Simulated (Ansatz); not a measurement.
I need a polarisability from point charges of CH3GeNO, SMILES O[C]1=[N][GeH2]1. Use the Python package of Ansatz (0.2.0). Settings (for the species named): B3LYP, def2-SVPD basis, multiplicity 1.

| atom | x (Å) | y (Å) | z (Å) |
| --- | --- | --- | --- |
| O | 1.6153 | -0.5966 | 0.6403 |
| C | 0.2516 | -0.4181 | 0.1945 |
| N | -1.0333 | -1.0158 | -0.0183 |
| Ge | -0.8984 | 0.6890 | -0.4970 |
| H | 1.8939 | -1.4479 | 0.9690 |
| H | -1.2798 | 1.7416 | 0.6057 |
| H | -0.4881 | 0.9798 | -1.9399 |

Script `field_ch3geno.py`:
```python
'''Response of CH3GeNO to a pair of distant point charges.'''

import ansatz as az
from ase import Atoms
import numpy as np

atoms = Atoms(['O', 'C', 'N', 'Ge', 'H', 'H', 'H'], positions=[
    [1.6153, -0.5966, 0.6403],
    [0.2516, -0.4181, 0.1945],
    [-1.0333, -1.0158, -0.0183],
    [-0.8984, 0.689, -0.497],
    [1.8939, -1.4479, 0.969],
    [-1.2798, 1.7416, 0.6057],
    [-0.4881, 0.9798, -1.9399],
])
geometry = az.Crystal.molecule_from_ase(atoms)

calculation = (
    geometry.calculation()
    .basis(gaussian='def2-SVPD')
    .functional('B3LYP')
    .forces()
)
# charges +q and -q at -R and +R make a nearly even field 2 k q / R^2 at the centre
centre = np.mean([site.position_ang for site in geometry.cartesian_sites], axis=0)
field = 2 * 14.399645 * 2.0 / 25.0 ** 2


def dipole(axis, sign):
    arm = 25.0 * np.eye(3)[axis]
    pair = [{'charge': sign * 2.0, 'position_ang': (centre - arm).tolist()}, {'charge': -sign * 2.0, 'position_ang': (centre + arm).tolist()}]
    deck = calculation.input().set(az.key.basis.gaussian.point_charges, pair)
    return np.array(az.Session.from_dict(deck).plan().execute().report['charge_distribution']['dipole_moment_e_ang'])


print(f'field {field:.4f} V/A')
alpha = np.array([(dipole(axis, 1) - dipole(axis, -1)) / (2 * field) * 14.399645 for axis in range(3)])
print('polarisability tensor (A^3)')
print(np.array2string(alpha, precision=3, suppress_small=True))
print(f'mean {np.trace(alpha) / 3:.3f} A^3 = {np.trace(alpha) / 3 / 0.14818471:.2f} bohr^3')
```

Running `python field_ch3geno.py` prints:
```text
field 0.0922 V/A
polarisability tensor (A^3)
[[ 8.743 -1.199  0.924]
 [-1.192  8.2   -0.734]
 [ 0.911 -0.744  7.221]]
mean 8.055 A^3 = 54.36 bohr^3
```

The geometry is a force-field or estimated start, not a minimum of this method, and the basis set is short of its limit. The field of two point charges is only nearly even. b3lyp holds the VWN-RPA fit, as in Gaussian; the form of ORCA and Turbomole is b3lyp5. It ran for 41 s on 1 thread of Arm Neoverse V1 (shared host), peak memory 0.35 GiB.

(Lines on the test bed's own set-up are left out of the output.)
